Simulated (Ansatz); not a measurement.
**Si₂GeH (doublet): the correlation ladder, cc-pVDZ**

The task here is to estimate one member of a computed series from the others.

Program: Ansatz 0.2.0, Gaussian basis. Level of theory: cc-pVDZ, core rule «outside noble gas», up to 24 orbitals frozen. These are calculated values, not measurements.

To be run: UHF; CCSD(T) on UHF; BCCD(T) on ROHF; CISD; CASSCF and MRCISD+Q, 9 electrons in 9 orbitals; CASSCF and NEVPT2, 9 electrons in 9 orbitals.

31 further runs of the same task are left out: 19 that didn't finish, 12 set aside as unsound or not needed.

## What is computed

The geometry is a PBE0/def2-TZVP stationary point (not a proven minimum) of the parent state, kept for this charge and spin. No spin-orbit coupling is included. The filled d shell of Ge may be among the frozen orbitals whatever the setting's name suggests; the logs give the count.

4 atoms, charge 0, spin multiplicity 2.

Atoms are counted from 1 here; the program's logs count them from 0.

Bond lengths: Ge1–Si2 2.343 Å, Si2–Si3 2.244 Å, Si3–H4 1.654 Å. Angles: Ge1–Si2–Si3 169.0°, Si2–Si3–H4 53.0°.

Geometry (Å):

```
atom   x (Å)    y (Å)    z (Å)
 Ge1  0.0000  -0.2482   2.5859
 Si2  0.0000  -0.4694   0.2537
 Si3  0.0000  -0.2494  -1.9798
  H4  0.0000   0.9671  -0.8597
```

Set-up of the first run:

in.yaml

```yaml
crystal:
  periodic: [false, false, false]
  atoms:
    - {symbol: Ge, position_ang: [0.000020, -0.248209, 2.585879]}
    - {symbol: Si, position_ang: [-0.000008, -0.469422, 0.253680]}
    - {symbol: Si, position_ang: [0.000029, -0.249426, -1.979811]}
    - {symbol: H, position_ang: [-0.000042, 0.967057, -0.859748]}
basis:
  gaussian: {orbitals: cc-pVDZ}
magnetization: {spin_polarized: true, initial_magnetization: 1}
hamiltonian: {xc: hf}
output: {orbitals: {seedname: orbitals}}
```

Started as:

```bash
> ansatz run in.yaml --threads 1 --pin off --events-out ev --progress --plain --max-ram 2393MiB
```

Among the steps run: UHF; CCSD(T) on UHF; BCCD(T) on ROHF; CISD; CASSCF and MRCISD+Q, 9 electrons in 9 orbitals; CASSCF and NEVPT2, 9 electrons in 9 orbitals.

One table of the session follows, with a row left open; its other results are not shown here.

It belongs to the step «Misses and costs». 

| method | from UCCSD(T) (kcal/mol) |
| --- | --- |
| UHF | +181.80 |
| UMP2 | +40.72 |
| UCCSD | +10.64 |
| UCCSD(T) | 0 |
| BCCD(T) | -1.03 |
| CASSCF frontier | ? |
| NEVPT2 frontier | +33.81 |
| MRCISD frontier | +17.62 |
| MRCISD+Q frontier | -0.59 |

Q: Estimate the row for CASSCF frontier from the others.

As computed: from UCCSD(T) (kcal/mol): +143.31. In the column «from UCCSD(T) (kcal/mol)» it lies between UMP2 (+40.72) and UHF (+181.80).

Not comparable, so not listed: CISD (they don't share determinant, frozen orbitals or solution with the rows shown, or repeat one).

Caveats from the session: The determinant is far from a pure spin state, so its energy mixes those of several spin states (harmless only where they are near-degenerate, as at dissociation).
